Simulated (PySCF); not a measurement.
# C4H10AsP: the cost of one run

Computed with PySCF 2.14.0 and routines of our own; the level stands in each step. Atoms count from 0.

## 1. The system as given

16 atoms, charge 0, multiplicity 1; geometry from: GFN2-xTB.

## 2. NMR shieldings: PBE/pcSseg-1 As:us-x2c-TZVPall-2c, spin–orbit

The job: settings as JSON, then the geometry in Å.

```
{"job": {"kind": "hnmr", "xc": "PBE", "basis": {"default": "pcSseg-1", "As": "us-x2c-TZVPall-2c"}, "rel": "so"}, "charge": 0, "multiplicity": 1}
C     -1.585716    -1.582699     0.280387
As    -0.614851    -0.229224    -0.783052
C     -1.885824     1.248320    -0.455283
P      0.853545     0.351103     0.923183
C      2.258106     0.929681    -0.131200
C      2.349859    -0.510360     0.260050
H     -2.513820    -1.854236    -0.221837
H     -1.822444    -1.197077     1.270937
H     -0.983827    -2.483636     0.393435
H     -2.838855     1.032191    -0.937517
H     -2.054868     1.382442     0.612034
H     -1.499918     2.180139    -0.866498
H      2.060410     1.163751    -1.171214
H      2.952251     1.612328     0.341863
H      3.105944    -0.776910     0.987497
H      2.212409    -1.256870    -0.514197
```

With the program's defaults for keys left out, this is: PBE/pcSseg-1 As:us-x2c-TZVPall-2c GIAO NMR shielding, X2C with spin-orbit coupling, screened-nuclear two-electron part, Gaussian nuclei, gas phase.

Run with:

```
> OMP_NUM_THREADS=1 python heavy_run.py task.json out
```

The driver reads the jobs from task.json and runs them one after another.

Q: Estimate the wall time and peak memory of this first job on 1 thread of Arm Neoverse N1, shared host.

About 2.4 min, with a peak of 1.1 GiB.
